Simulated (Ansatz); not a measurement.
# F2GeH4O: the cost of one run

All numbers below are computed with Ansatz 0.2.0 (RKS BLYP/def2-SVP).

### Step 1. The structure to begin with

Bond lengths: Ge1–F3 1.680 Å, Ge1–F4 1.679 Å, Ge1–H5 1.549 Å, Ge1–O6 2.070 Å, O6–H7 1.010 Å. Angles: F3–Ge1–F4 109.5°, F3–Ge1–H5 109.5°, F3–Ge1–O6 178.9°, F4–Ge1–H5 109.5°, F4–Ge1–O6 69.8°, H5–Ge1–O6 70.1°, Ge1–O6–H7 109.5°.

Structure file:

```xyz
8

Ge    0.0000    0.0000    0.0000
H     0.0000    0.0000    1.9000
F     1.5842    0.0000   -0.5594
F    -0.7913    1.3709   -0.5594
H    -0.7300   -1.2648   -0.5162
O    -1.9644    0.0063    0.6527
H    -2.5113   -0.6223    0.0819
H    -0.9937    0.0032    1.8011
```

### Step 2. A restrained relaxation towards end A

Springs on the bonds that form and break draw the guess towards this end; the thresholds are loose.

Contents of input.yaml:

```yaml
crystal:
  periodic: [false, false, false]
  atoms:
    - { symbol: Ge, position_ang: [0.0, 0.0, 0.0] }
    - { symbol: H, position_ang: [0.0, 0.0, 1.9] }
    - { symbol: F, position_ang: [1.5842, 0.0, -0.5594] }
    - { symbol: F, position_ang: [-0.7913, 1.3709, -0.5594] }
    - { symbol: H, position_ang: [-0.73, -1.2648, -0.5162] }
    - { symbol: O, position_ang: [-1.9644, 0.0063, 0.6527] }
    - { symbol: H, position_ang: [-2.5113, -0.6223, 0.0819] }
    - { symbol: H, position_ang: [-0.9937, 0.0032, 1.8011] }
basis:
  gaussian: { orbitals: def2-SVP }
hamiltonian:
  xc: blyp
relax:
  f_tol: 0.15
  max_steps: 25
  restrain:
    - { distance: [0, 5], at: 2.97, k: 30.0 }
    - { distance: [7, 1], at: 1.86, k: 30.0 }
    - { distance: [0, 1], at: 1.55, k: 30.0 }
    - { distance: [7, 5], at: 1.01, k: 30.0 }
output:
  orbitals: {}
```

Started as:

```bash
$ ansatz run input.yaml --threads 2 --pin off --max-ram 3072MiB --backend cpu --events-out ev --progress --plain --runs-dir out
```

**Question.** How long does this run take on 2 threads of Arm Neoverse V1, shared host, and how much memory does it need?

About 21 s, with a peak of 0.12 GiB.
